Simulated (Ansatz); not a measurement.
# Ga5CuSe8: the cost of one run

Method: DFT, PBE, plane-wave PAW, default files, scalar-relativistic, as far as a step names no other, in Ansatz 0.2.0.

1 further run of the same task is left out (it didn't finish).

## 1. The structure to begin with

The structure is tetragonal, space group P-42m (No. 111). Conventional cell: a = 5.474 Å, b = 5.474 Å, c = 11.195 Å, α = 90.00°, β = 90.00°, γ = 90.00°. Ga (site symmetry 2) has 4 Se at 2.39 to 2.48 Å as nearest neighbours. Ga (site symmetry -42m) has 4 Se at 2.43 Å as nearest neighbours. Cu (site symmetry -42m) is surrounded by 4 Se at 2.41 Å. Se (site symmetry m) has 3 Ga at 2.43 to 2.48 Å as nearest neighbours. Se (site symmetry m) has 2 Ga at 2.39 Å and 1 Cu at 2.41 Å as nearest neighbours.

Coordinates:

```
CELL_PARAMETERS angstrom
5.47385 0.00000 0.00000
0.00000 5.47385 0.00000
0.00000 0.00000 11.19478
ATOMIC_POSITIONS crystal
Ga 0.00000 0.50000 0.25485
Ga 0.50000 0.00000 0.74515
Ga 0.00000 0.50000 0.74515
Ga 0.50000 0.00000 0.25485
Ga 0.00000 0.00000 0.00000
Cu 0.50000 0.50000 0.50000
Se 0.26454 0.26454 0.11677
Se 0.73546 0.73546 0.11677
Se 0.26454 0.73546 0.88323
Se 0.73546 0.26454 0.88323
Se 0.24113 0.24113 0.61951
Se 0.75887 0.75887 0.61951
Se 0.24113 0.75887 0.38049
Se 0.75887 0.24113 0.38049
```

## 2. First run, atoms as given

Contents of input.yaml:

```yaml
crystal:
  lattice:
    - [5.47384903, 0.0, 0.0]
    - [0.0, 5.47384903, 0.0]
    - [0.0, 0.0, 11.19477737]
  atoms:
    - { symbol: Ga, position: [0.0, 0.5, 0.25485053] }
    - { symbol: Ga, position: [0.5, 0.0, 0.74514947] }
    - { symbol: Ga, position: [0.0, 0.5, 0.74514947] }
    - { symbol: Ga, position: [0.5, 0.0, 0.25485053] }
    - { symbol: Ga, position: [0.0, 0.0, 0.0] }
    - { symbol: Cu, position: [0.5, 0.5, 0.5] }
    - { symbol: Se, position: [0.26454473, 0.26454473, 0.11677023] }
    - { symbol: Se, position: [0.73545527, 0.73545527, 0.11677023] }
    - { symbol: Se, position: [0.26454473, 0.73545527, 0.88322977] }
    - { symbol: Se, position: [0.73545527, 0.26454473, 0.88322977] }
    - { symbol: Se, position: [0.24112575, 0.24112575, 0.61950542] }
    - { symbol: Se, position: [0.75887425, 0.75887425, 0.61950542] }
    - { symbol: Se, position: [0.24112575, 0.75887425, 0.38049458] }
    - { symbol: Se, position: [0.75887425, 0.24112575, 0.38049458] }
kpoints:
  mp_grid: { grid: [5, 5, 3] }
scf:
  occupations: { method: fermi_dirac, width: 0.02 }
hamiltonian:
  xc: pbe
  pseudopotentials: { kind: paw }
output:
  forces: true
  stress: true
  populations: true
  efg:
    quadrupole_moments_barn: { Ga: 0.107, Cu: -0.22 }
    contact_densities: true
```

Run with:

```sh
ansatz run input.yaml --threads 1 --pin off --max-ram 2560MiB --backend cpu --events-out ev --progress --plain --runs-dir out
```

**Question.** How long does this run take on 1 thread of AMD EPYC 7R43 (Zen 3), shared host, and how much memory does it need?

About 98 s, with a peak of 0.87 GiB.
